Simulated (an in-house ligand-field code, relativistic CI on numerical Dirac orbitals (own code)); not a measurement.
**d6 in a ligand field: terms for several parameter sets**

Aim: the terms of a d6 shell from Racah B and C, spin-orbit ζ and the field, by exact diagonalisation.

The numbers are computed with an in-house ligand-field code version 1 (parametric ligand-field model of a d^n configuration (Racah B and C, spin-orbit zeta, crystal field), exact diagonalisation), except any that are marked as measured or tabulated.

### 1 Starting point

```
shell        : d6
set 1 (cm⁻¹) : B = 1140, C = 4660, ζ = 2300, Td, 10Dq = -2750
set 2 (cm⁻¹) : B = 690, C = 3370, ζ = 2950, Oh, 10Dq = 32000
set 3 (cm⁻¹) : B = 1050, C = 4810, ζ = 520, Oh, 10Dq = 27900
set 4 (cm⁻¹) : B = 640, C = 3060, ζ = 900, Oh, 10Dq = 32900
set 5 (cm⁻¹) : B = 720, C = 3210, ζ = 720, Td, 10Dq = -9700
set 6 (cm⁻¹) : B = 920, C = 3550, ζ = 3400, Oh, 10Dq = 24250
set 7 (cm⁻¹) : B = 420, C = 1600, ζ = 830, Oh, 10Dq = 37400
set 8 (cm⁻¹) : B = 730, C = 3480, ζ = 380, Oh, 10Dq = 21550
```

### 2 Set 1

Settings, as recorded:

```ini
n = 6
racah_B = 1140  # cm-1
racah_C = 4660  # cm-1
zeta = 2300  # cm-1
symmetry = Td
field = {"10Dq": -2750}  # cm-1
```

### 3 Set 2

Settings, as recorded:

```ini
n = 6
racah_B = 690  # cm-1
racah_C = 3370  # cm-1
zeta = 2950  # cm-1
symmetry = Oh
field = {"10Dq": 32000}  # cm-1
```

### 4 Set 3

Settings, as recorded:

```ini
n = 6
racah_B = 1050  # cm-1
racah_C = 4810  # cm-1
zeta = 520  # cm-1
symmetry = Oh
field = {"10Dq": 27900}  # cm-1
```

### 5 Set 4

Settings, as recorded:

```ini
n = 6
racah_B = 640  # cm-1
racah_C = 3060  # cm-1
zeta = 900  # cm-1
symmetry = Oh
field = {"10Dq": 32900}  # cm-1
```

### 6 Set 5

Settings, as recorded:

```ini
n = 6
racah_B = 720  # cm-1
racah_C = 3210  # cm-1
zeta = 720  # cm-1
symmetry = Td
field = {"10Dq": -9700}  # cm-1
```

### 7 Set 6

Settings, as recorded:

```ini
n = 6
racah_B = 920  # cm-1
racah_C = 3550  # cm-1
zeta = 3400  # cm-1
symmetry = Oh
field = {"10Dq": 24250}  # cm-1
```

### 8 Set 7

Settings, as recorded:

```ini
n = 6
racah_B = 420  # cm-1
racah_C = 1600  # cm-1
zeta = 830  # cm-1
symmetry = Oh
field = {"10Dq": 37400}  # cm-1
```

### 9 Set 8

Settings, as recorded:

```ini
n = 6
racah_B = 730  # cm-1
racah_C = 3480  # cm-1
zeta = 380  # cm-1
symmetry = Oh
field = {"10Dq": 21550}  # cm-1
```

(Steps that only read results are left out.)

Q: Predict the outcome of this session. Wanted: lowest spin-orbit levels; sets at their largest spin, of those that allow S over 1.

As calculated:

| set | 10Dq/B (size) | lowest | S | electrons in z² and x²-y² | next level (cm⁻¹) |
| --- | --- | --- | --- | --- | --- |
| 1: Td | 2.4 | A1 | 1.98 | 2.79 | T1 159 |
| 2: Oh | 46.4 | A1 | 0.13 | 0.10 | E 21099 |
| 3: Oh | 26.6 | A1 | 0.01 | 0.06 | E 14175 |
| 4: Oh | 51.4 | A1 | 0.01 | 0.03 | E 23911 |
| 5: Td | 13.5 | A1 | 1.99 | 3.00 | T1 37 |
| 6: Oh | 26.4 | A1 | 0.31 | 0.24 | E 12439 |
| 7: Oh | 89.0 | A1 | 0.01 | 0.01 | E 32413 |
| 8: Oh | 29.5 | A1 | 0.01 | 0.06 | T2 11748 |

| quantity | value |
| --- | --- |
| lowest spin-orbit levels | 1: A1, 2: A1, 3: A1, 4: A1, 5: A1, 6: A1, 7: A1, 8: A1 |
| sets at their largest spin, of those that allow S over 1 | 1, 5 |

**Reading.** 2 of 8 sets have the highest spin that their shell allows, S = 2. A negative 10Dq stands for a tetrahedral field. With spin-orbit coupling the labels are those of spin-orbit levels, not of terms, and S is an average from the expectation value of its square. B, C and the field are free parameters here, not those of a compound.
